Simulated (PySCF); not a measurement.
# C7H10OS: vibronic structure

Wanted: vibronic structure for C7H10OS (`C=C(COC)C(C)=C=S`).

Computed with PySCF 2.14.0 and routines of our own; the level stands in each step. Atoms count from 0.

## Step 1: The system as given

19 atoms, charge 0, multiplicity 1; geometry from: GFN2-xTB.

## Step 2: Vibronic structure: TDDFT PBE/def2-SV(P)

What the job is given:

```
{"job": {"kind": "vib", "xc": "PBE", "basis": "def2-SV(P)", "tda": false}, "charge": 0, "multiplicity": 1}
C     -0.896733    -0.871391    -1.935436
C     -0.356099    -0.431010    -0.798680
C      1.133962    -0.485815    -0.545894
O      1.343088    -0.388948     0.845823
C      2.515264     0.264066     1.260723
C     -1.078884     0.182056     0.293664
C     -2.555926     0.457463     0.172805
C     -0.461796     0.497957     1.420664
S     -0.277880     1.102390     2.861317
H     -0.289076    -1.311315    -2.706454
H     -1.950552    -0.806670    -2.130353
H      1.620740     0.353875    -1.065145
H      1.565258    -1.421902    -0.923204
H      2.381986     0.494611     2.318672
H      3.384440    -0.389431     1.137929
H      2.677622     1.193875     0.705103
H     -2.745564     1.091188    -0.692141
H     -2.921764     0.956937     1.065541
H     -3.097891    -0.478684     0.047490
```

With the program's defaults for keys left out, this is: TDDFT PBE/def2-SV(P) vertical-gradient vibronic structure (displaced harmonic oscillators, Condon), gas phase.

On the command line:

```bash
> OMP_NUM_THREADS=1 python excited_run.py task.json out
```

One launch serves the whole session: the jobs run in the order shown.

Log:

```text
final grid: 72480 points
cycle   1  E = -744.9656014502  dE =  1.022e+00  |g| = 6.672e-01  |ddm| = 4.888e+00
cycle   2  E = -744.5991414165  dE =  3.665e-01  |g| = 1.362e+00  |ddm| = 2.365e+00
cycle   3  E = -745.0314089619  dE = -4.323e-01  |g| = 3.557e-01  |ddm| = 1.989e+00
cycle   4  E = -745.0733058763  dE = -4.190e-02  |g| = 1.122e-01  |ddm| = 6.835e-01
cycle   5  E = -745.0753891261  dE = -2.083e-03  |g| = 8.343e-02  |ddm| = 2.413e-01
cycle   6  E = -745.0772531991  dE = -1.864e-03  |g| = 2.482e-02  |ddm| = 1.222e-01
cycle   7  E = -745.0774016648  dE = -1.485e-04  |g| = 1.028e-02  |ddm| = 4.093e-02
cycle   8  E = -745.0774291825  dE = -2.752e-05  |g| = 2.994e-03  |ddm| = 1.447e-02
cycle   9  E = -745.0774315529  dE = -2.370e-06  |g| = 3.920e-04  |ddm| = 4.214e-03
cycle  10  E = -745.0774315756  dE = -2.271e-08  |g| = 2.393e-04  |ddm| = 6.356e-04
cycle  11  E = -745.0774315872  dE = -1.164e-08  |g| = 1.363e-04  |ddm| = 4.092e-04
cycle  12  E = -745.0774315914  dE = -4.153e-09  |g| = 3.603e-05  |ddm| = 1.394e-04
cycle  13  E = -745.0774315918  dE = -4.277e-10  |g| = 7.630e-06  |ddm| = 5.499e-05
converged SCF energy = -745.0774315918

Singlet excitations (eV, f): 2.660 (0.0003)  4.295 (0.1775)  4.655 (0.0192)  5.114 (0.0048)  5.259 (0.0207)  5.526 (0.2725)

State S1  2.6603 eV  f = 0.00027  H->L 1.00
  relaxed dipole 3.351 D, largest gradient of the excitation energy 0.0334 Eh/bohr
  mode    cm-1        S   lambda/meV  Raman
    3    107.3   42.3763     563.7   1.000
    8    237.8    4.0329     118.9   0.468
    2     75.7    9.5911      90.0   0.113
    7    216.2    2.3118      62.0   0.221
    6    182.9    2.1279      48.3   0.146
   13    477.4    0.6610      39.1   0.309
    9    290.1    0.9056      32.6   0.156
   17    686.8    0.1780      15.2   0.172
   22    986.2    0.1067      13.0   0.213
   40   1661.6    0.0566      11.7   0.321
   10    341.4    0.2754      11.7   0.066
   41   1778.2    0.0433       9.5   0.281
  reorganisation energy 1.0553 eV, total S 63.127, 0-0 1.6050 eV

State S2  4.2945 eV  f = 0.17754  H->L+1 0.71, H-1->L 0.21
  relaxed dipole 1.673 D, largest gradient of the excitation energy 0.0295 Eh/bohr
  mode    cm-1        S   lambda/meV  Raman
   30   1305.2    0.0899      14.5   1.000
   15    555.6    0.1848      12.7   0.373
   17    686.8    0.1473      12.5   0.454
   40   1661.6    0.0543      11.2   0.979
    3    107.3    0.4821       6.4   0.036
   41   1778.2    0.0246       5.4   0.509
    2     75.7    0.5065       4.8   0.019
   21    977.6    0.0387       4.7   0.242
   14    503.1    0.0543       3.4   0.090
   27   1144.8    0.0238       3.4   0.204
    7    216.2    0.1180       3.2   0.036
   24   1111.7    0.0185       2.6   0.150
  reorganisation energy 0.1030 eV, total S 2.062, 0-0 4.1916 eV
  absorption maximum 4.212 eV, width 0.140 eV

State S6  5.5260 eV  f = 0.27252  H-1->L 0.31, H->L+3 0.20, H-3->L 0.17
  relaxed dipole 2.087 D, largest gradient of the excitation energy 0.0327 Eh/bohr
  mode    cm-1        S   lambda/meV  Raman
    3    107.3   73.6973     980.4   1.000
    6    182.9    8.7819     199.1   0.346
    2     75.7   17.1601     161.0   0.116
   12    388.0    1.9281      92.8   0.342
   10    341.4    0.6487      27.5   0.089
    8    237.8    0.6394      18.9   0.043
    7    216.2    0.5720      15.3   0.032
    9    290.1    0.3700      13.3   0.037
   30   1305.2    0.0528       8.5   0.106
   27   1144.8    0.0565       8.0   0.087
   24   1111.7    0.0474       6.5   0.069
   40   1661.6    0.0233       4.8   0.076
  reorganisation energy 1.5748 eV, total S 104.399, 0-0 3.9511 eV

State T1  2.3928 eV  f = 0.00000  H->L 1.00
  relaxed dipole 3.431 D, largest gradient of the excitation energy 0.0365 Eh/bohr
  mode    cm-1        S   lambda/meV  Raman
    3    107.3   45.0277     599.0   1.000
    8    237.8    5.1641     152.3   0.563
    2     75.7   12.0724     113.3   0.133
    7    216.2    2.2113      59.3   0.199
    6    182.9    2.2626      51.3   0.146
   13    477.4    0.6743      39.9   0.296
    9    290.1    0.9947      35.8   0.161
   17    686.8    0.1908      16.2   0.174
   22    986.2    0.1125      13.8   0.211
   11    372.1    0.2979      13.7   0.080
   10    341.4    0.2774      11.7   0.062
   41   1778.2    0.0500      11.0   0.305
  reorganisation energy 1.1627 eV, total S 69.734, 0-0 1.2301 eV
```

It took 50 s on 1 thread of Intel Xeon Platinum 8488C, shared host; peak memory 0.77 GiB.

## Step 3: Vibronic structure: PBE/6-31G+

The job, as its differences from that of step 2:

```diff
@@ -1,2 +1,2 @@
-{"job": {"kind": "vib", "xc": "PBE", "basis": "def2-SV(P)", "tda": false}, "charge": 0, "multiplicity": 1}
+{"job": {"kind": "vib", "xc": "PBE", "basis": "6-31G+", "tda": false, "temperature": 0, "fwhm_ev": 0.02, "nstates": 10, "grid": 3, "scf": {"max_cycle": 96}, "maxiter": 30}, "charge": 0, "multiplicity": 1}
 C     -0.896733    -0.871391    -1.935436
```

With the program's defaults for keys left out, this is: PBE/6-31G+.

Log:

```text
KeyError: 'Basis set 6-31G+ does not exist'
```

It took 0.01 s on 1 thread of Intel Xeon Platinum 8488C, shared host.

Diagnosis: The input was refused with the message shown. Cure: check the setting that the message names.

## Step 4: Results

| quantity | value |
| --- | --- |
| S1: vertical, reorganisation, 0-0, total S (step 2, TDDFT PBE/def2-SV(P), modes from GFN2-xTB) | 2.66, 1.06, 1.60 eV; 63.1 |
| S2: vertical, reorganisation, 0-0, total S (step 2, TDDFT PBE/def2-SV(P), modes from GFN2-xTB) | 4.29, 0.10, 4.19 eV; 2.1 |
| S6: vertical, reorganisation, 0-0, total S (step 2, TDDFT PBE/def2-SV(P), modes from GFN2-xTB) | 5.53, 1.57, 3.95 eV; 104.4 |
| runs | 1 failed, 0 ended on unsound input |

**Reading.** In step 2 the harmonic model is doubtful. Where the total S runs above about 15, the geometry moves far on excitation and the harmonic model is stretched, so its 0-0 value is in doubt. The vibronic model keeps the ground-state modes (from xTB) and shifts them along the gradient alone, so it can miss much of the relaxation that a full optimisation finds.
